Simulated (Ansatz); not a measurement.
# KTaO3: the cost of one run

Computed with Ansatz 0.2.0 (DFT PBE, scalar-relativistic, plane waves, PAW, unless a step's input says otherwise).

1 further run of the same task is left out (set aside as unsound or not needed).

## Step 1: The structure to begin with

Symmetry: Pm-3m, No. 221, cubic system. Conventional cell: a = 4.024 Å, b = 4.024 Å, c = 4.024 Å, α = 90.00°, β = 90.00°, γ = 90.00°. K (site symmetry m-3m) has 12 O at 2.85 Å as nearest neighbours. Ta (site symmetry m-3m) has 6 O at 2.01 Å as nearest neighbours. O (site symmetry 4/mmm) is surrounded by 2 Ta at 2.01 Å and 4 K at 2.85 Å.

Structure file:

```
CELL_PARAMETERS angstrom
4.02438 0.00000 0.00000
0.00000 4.02438 0.00000
0.00000 0.00000 4.02438
ATOMIC_POSITIONS crystal
K 0.50000 0.50000 0.50000
Ta 0.00000 0.00000 0.00000
O 0.50000 0.00000 0.00000
O 0.00000 0.50000 0.00000
O 0.00000 0.00000 0.50000
```

This cell was relaxed beforehand with the same method: volume 13.04 Å³/atom, gap on the mesh 2.16 eV.

## Step 2: Bands, states and charges

input.yaml reads:

```yaml
crystal:
  lattice:
    - [4.0243806573, 0.0, 0.0]
    - [0.0, 4.0243806573, 0.0]
    - [0.0, 0.0, 4.0243806573]
  atoms:
    - { symbol: K, position: [0.5, 0.5, 0.5] }
    - { symbol: Ta, position: [0.0, 0.0, 0.0] }
    - { symbol: O, position: [0.5, 0.0, 0.0] }
    - { symbol: O, position: [0.0, 0.5, 0.0] }
    - { symbol: O, position: [0.0, 0.0, 0.5] }
basis:
  ecutwfc: 420
kpoints:
  mp_grid: { grid: [8, 8, 8] }
  band_path:
    path:
      - [[0.0, 0.0, 0.0], [0.0, 0.5, 0.0], [0.5, 0.5, 0.0], [0.0, 0.0, 0.0], [0.5, 0.5, 0.5], [0.0, 0.5, 0.0]]
      - [[0.5, 0.5, 0.5], [0.5, 0.5, 0.0]]
    npoints: 14
hamiltonian:
  xc: pbe
scf:
  occupations: { method: gaussian, width: 0.02 }
  n_extra_bands: 12
output:
  forces: true
  stress: true
  eigenvalues: true
  populations: true
  dos: { projected: true, de: 0.02, nscf_kmesh: { grid: [12, 12, 12] } }
  bader: true
  write_density: true
  write_potential: true
  elf: true
  volumetric_format: npy
```

Run with:

```console
$ ansatz run input.yaml --threads 2 --pin off --max-ram 5120MiB --backend cpu --events-out ev --progress --plain --runs-dir out
```

Q: Estimate wall time and peak memory on 2 threads of Intel Xeon 6975P-C (Granite Rapids), shared host.

About 19 s, with a peak of 0.44 GiB.
